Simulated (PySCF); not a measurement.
# C5H4FN: geometry, NMR shifts, spin-spin couplings, electronic excitations and core binding energies

Wanted: the NMR shifts, spin-spin couplings, electronic excitations and core binding energies of C5H4FN (`Fc1ccncc1`), by calculation.

The runs use PySCF 2.14.0, with density-fitted response routines of our own; the level of theory stands in each step. All values are computed, except where a source is named. Atoms count from 0, in the outputs and in this text.

## (1) The molecule as given

11 atoms, charge 0, multiplicity 1; geometry from: GFN2-xTB.

Bonds of the start (Å): F0–C1 1.34, C1–C2 1.38, C2–C3 1.39, C3–N4 1.32, N4–C5 1.32, C5–C6 1.39, C6–C1 1.38, C2–H7 1.08, C3–H8 1.08, C5–H9 1.08, C6–H10 1.08.

## (2) Relaxing the molecule at PBE0-D3(BJ)/def2-SVP

What the job is given:

```
{"job": {"xc": "PBE0", "basis": "def2-SVP", "d3": "d3bj", "grid": 1, "kind": "geom"}, "charge": 0, "multiplicity": 1}
F     -0.195019     2.473612     0.151573
C     -0.089420     1.135746     0.068015
C     -1.234664     0.361854    -0.003992
C     -1.057534    -1.011229    -0.089121
N      0.126696    -1.595801    -0.101771
C      1.204533    -0.835768    -0.031036
C      1.163645     0.548047     0.055838
H     -2.211737     0.815823     0.006277
H     -1.908608    -1.675707    -0.149518
H      2.149838    -1.361070    -0.043659
H      2.057696     1.147165     0.111431
```

**Question.** This job is followed by: GIAO PBE0/pcSseg-1 NMR shielding, non-relativistic, gas phase; B3LYP/pcJ-1 indirect spin-spin coupling, non-relativistic, gas phase; TDDFT B3LYP/def2-SVPD, vertical, gas phase, core orbitals frozen in the response; GIAO mPW1PW91/pcSseg-2 NMR shielding, non-relativistic, gas phase; delta-SCF UKS SCAN, pcX-2 on the ionised atom, pcseg-1 elsewhere, spin-free X2C. Predict these results of the whole session: point group; rotational constants (main isotopes); 13C shifts against TMS (PBE0/pcSseg-1, means over atoms taken as alike); 1H shifts against TMS (PBE0/pcSseg-1, means over atoms taken as alike); 19F shifts against CFCl3 (PBE0/pcSseg-1); 15N shifts against NH3 (PBE0/pcSseg-1); largest coupling of the table (B3LYP/pcJ-1); lowest singlet (B3LYP/def2-SVPD); brightest single state of those computed; lowest triplet; vertical ionisation energy (ΔSCF); C1s binding energies, SCAN/pcX-2 (standing for 4 of 5 atoms); F1s binding energies, SCAN/pcX-2; N1s binding energies, SCAN/pcX-2; range of the shift of C1.

The runs gave:

| quantity | value |
| --- | --- |
| point group | C2v |
| rotational constants (main isotopes) | 6.03, 2.59, 1.81 GHz |
| 13C shifts against TMS (PBE0/pcSseg-1, means over atoms taken as alike) | 176.2, 158.1, 116.0 ppm |
| 1H shifts against TMS (PBE0/pcSseg-1, means over atoms taken as alike) | 8.75, 6.97 ppm |
| 19F shifts against CFCl3 (PBE0/pcSseg-1) | -99.4 ppm |
| 15N shifts against NH3 (PBE0/pcSseg-1) | 351.1 ppm |
| largest coupling of the table (B3LYP/pcJ-1) | 1J(F,C) F0–C1, -331.4 Hz |
| lowest singlet (B3LYP/def2-SVPD) | 5.01 eV (247 nm), f = 0.000 |
| brightest single state of those computed | state 5, 7.11 eV, f = 0.436 |
| lowest triplet | 4.32 eV |
| vertical ionisation energy (ΔSCF) | 9.86 eV |
| C1s binding energies, SCAN/pcX-2 (standing for 4 of 5 atoms) | C3 291.69, C2 290.98 eV |
| F1s binding energies, SCAN/pcX-2 | F0 693.55 eV |
| N1s binding energies, SCAN/pcX-2 | N4 404.81 eV |
| range of the shift of C1 | 176.2 to 181.7 ppm |

What this shows: The optimisation took 6 steps and gained 0.035 eV; among the close pairs (by a distance rule), F0–C1 changed most, from 1.345 to 1.326 Å. No frequency check was run at this level, so the end point may be a saddle. At PBE0/pcSseg-1: The widest tensor belongs to N4: span 705 ppm, with a paramagnetic part of -415 ppm. Of the pairs tabulated at B3LYP/pcJ-1, F0–C1 couples most strongly (-331.4 Hz; Fermi contact -314.5 Hz). The first singlet state (HOMO→LUMO 1.00) lies at 5.01 eV and is dark; of the 10 states computed, the strongest absorption comes from state 5 at 7.11 eV. The lowest triplet lies 0.69 eV below the lowest singlet (triplets in Tamm-Dancoff, singlets in full TDDFT). The orbital energy would give 7.48 eV for ionisation, ΔSCF gives 9.86 eV. C3 (aromatic CH next to a ring nitrogen) binds its C1s electron 0.71 eV more tightly than C2 (aromatic CH). Only 4 of the 5 C atoms are covered by sound results. Across the 2 runs the shift of C1 moves most, between 176.2 (PBE0/pcSseg-1) and 181.7 ppm (mPW1PW91/pcSseg-2).
